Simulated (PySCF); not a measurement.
# [Nd(CH3)2]+: other functionals and bases at one geometry

The task here is to estimate one member of a computed series from the others.

Program: PySCF 2.14.0. Level of theory: several levels, as the steps say, no spin–orbit coupling. These are calculated values, not measurements.

1 further run of the same task is left out (for a known fault of the program).

**The system as given**

9 atoms, charge 1, spin multiplicity 1.

Bond lengths: Nd1–C2 2.310 Å, Nd1–H3 2.940 Å, Nd1–H4 2.897 Å, Nd1–H5 2.874 Å, Nd1–C6 2.310 Å, Nd1–H7 2.940 Å, Nd1–H8 2.897 Å, Nd1–H9 2.874 Å, C2–H3 1.106 Å, C2–H4 1.108 Å, C2–H5 1.107 Å, C6–H7 1.106 Å, C6–H8 1.108 Å, C6–H9 1.107 Å. Angles: C2–Nd1–H3 20.1°, C2–Nd1–H4 20.9°, C2–Nd1–H5 21.3°, C2–Nd1–C6 98.1°, C2–Nd1–H7 117.4°, C2–Nd1–H8 91.6°, C2–Nd1–H9 82.7°, H3–Nd1–H4 35.6°, H3–Nd1–H5 35.9°, H3–Nd1–C6 117.4°, H3–Nd1–H7 137.2°, H3–Nd1–H8 107.9°, H3–Nd1–H9 102.8°, H4–Nd1–H5 35.8°, H4–Nd1–C6 91.6°, H4–Nd1–H7 107.9°, H4–Nd1–H8 92.5°, H4–Nd1–H9 72.2° and more.

As a file:

```xyz
9
C2H6Nd
Nd    0.00000    0.00000   -0.26880
C     1.74399    0.02107    1.24538
H     2.72851   -0.22312    0.80401
H     1.83215    1.01085    1.73521
H     1.53942   -0.70985    2.05172
C    -1.74399   -0.02107    1.24538
H    -2.72851    0.22312    0.80401
H    -1.83215   -1.01085    1.73521
H    -1.53942    0.70985    2.05172
```

Formal oxidation states: Nd +3. Each metal's 3 4f electrons lie in its core potential, so multiplicities, spins and levels count the valence alone. An earlier session relaxed this geometry at PBE0, Nd lcecp-1-SVP with ECP49, C def2-SVP, H def2-SVP (singlet, point group C2).

At PBE0 on the finer grid: E = -113.312444 Eh, HOMO -11.38 eV, LUMO -6.84 eV, Mulliken charge on Nd1 +1.24 e, largest force component 0.015 eV/Å. 

Levels to run: M06-L; HF; PBE0, TZVP. Hardware: 2 threads of Arm Neoverse V2, shared host.

Set-up of the first run:

File run.py (the lines that set the calculation):

```python
mol = gto.M(atom='''
Nd     0.00000     0.00000    -0.26880
C      1.74399     0.02107     1.24538
H      2.72851    -0.22312     0.80401
H      1.83215     1.01085     1.73521
H      1.53942    -0.70985     2.05172
C     -1.74399    -0.02107     1.24538
H     -2.72851     0.22312     0.80401
H     -1.83215    -1.01085     1.73521
H     -1.53942     0.70985     2.05172''',
    basis={'Nd': 'lcecp-1-SVP', 'C': 'def2-SVP', 'H': 'def2-SVP'},
    ecp={'Nd': 'lcecp-1-SVP'},
    charge=1, spin=0)
mf = dft.RKS(mol, xc='M06L')
mf.grids.atom_grid = (75, 302)  # f atoms: unpruned, at least (60, 302)
mf = mf.density_fit()  # fitting sets: Nd AutoAux, C def2-universal-JKFIT, H def2-universal-JKFIT
mf.conv_tol = 1e-08; mf.max_cycle = 55
mf.kernel(dm0)  # dm0: the density of the relaxed state
```

Launch:

```console
> OMP_NUM_THREADS=2 python run.py
```

Steps of the session up to this table: M06-L; HF; PBE0, TZVP.

One of the session's tables, all rows but one given; the rest of the session is left out.

```
              level  HOMO (eV)  gap (eV)  charge on Nd1 (e)  dipole (D)  largest force component (eV/Å)
PBE0 (relaxed here)     -11.38      4.54               1.24        3.63                            0.01
              M06-L     -10.31      3.51               1.35        3.77                            0.10
                 HF          ?         ?                  ?           ?                               ?
         PBE0, TZVP     -11.34      4.54               1.59        3.79                            0.26
```

Estimate the missing values for HF.

**Answer.** HOMO (eV): -13.86; gap (eV): 9.35; charge on Nd1 (e): 1.53; dipole (D): 5.07; largest force component (eV/Å): 0.77. In the column «HOMO (eV)» it is the lowest.

The dipole of a charged species depends on the origin, so these sizes hold for this origin alone.

In one basis the HOMO–LUMO gap runs from 3.51 eV (M06-L) to 9.35 eV (HF). The largest leftover force, 0.77 eV/Å with HF, stands at a geometry relaxed at another level. With 4f in the core, its levels are missing from HOMO and gap, and its count is fixed, so no charge can pass from the ligands into it. Total energies of different levels can't be compared.
